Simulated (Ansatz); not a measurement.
**ZrSi+ (doublet): wave-function methods side by side, def2-QZVPP**

The task here is to estimate one member of a computed series from the others.

Computed with Ansatz 0.2.0, Gaussian basis. Level: def2-QZVPP, core rule «outside noble gas», up to 9 orbitals frozen.

The runs, in order: UHF; ROHF; CCSD(T) on UHF.

2 further runs of the same task are left out: 2 set aside as unsound or not needed.

## The system

The geometry is a PBE0/def2-TZVP stationary point (not a proven minimum) of the parent state, kept for this charge and spin. No spin-orbit coupling is included. Elements past krypton take def2 core potentials.

2 atoms, charge 1, spin multiplicity 2.

Atoms are counted from 1 here; the program's logs count them from 0.

Bond lengths: Zr1–Si2 2.309 Å.

Set-up of the first run:

The input, in.yaml:

```yaml
crystal:
  periodic: [false, false, false]
  atoms:
    - {symbol: Zr, position_ang: [0.000000, 0.000000, 0.000000]}
    - {symbol: Si, position_ang: [0.000000, 0.000000, 2.308942]}
basis:
  gaussian: {orbitals: "def2-QZVPP.json"}
total_charge: 1
magnetization: {spin_polarized: true, initial_magnetization: 1}
hamiltonian: {xc: hf}
output: {orbitals: {seedname: orbitals}}
```

Launch:

```bash
$ ansatz run in.yaml --threads 1 --pin off --events-out ev --progress --plain --max-ram 4096MiB --backend cpu
```

Steps of the session up to this table: UHF; ROHF; CCSD(T) on UHF.

One table of the session follows, with a row left open; its other results are not shown here.

| method | from UCCSD(T) (kJ/mol) |
| --- | --- |
| ROHF | +576.3 |
| UMP2 | ? |
| UCCSD | +43.3 |
| UCCSD(T) | 0 |

Estimate the missing values for UMP2.

**Answer.** from UCCSD(T) (kJ/mol): +152.9. In the column «from UCCSD(T) (kJ/mol)» it lies between UCCSD (+43.3) and ROHF (+576.3).

Left out of the table: UHF (another determinant or state than the rows shown).

Caveats from the session: The determinant is far from a pure spin state, so its energy mixes those of several spin states (harmless only where they are near-degenerate, as at dissociation). Warnings: spin contamination; coupled cluster took another determinant than the lowest.
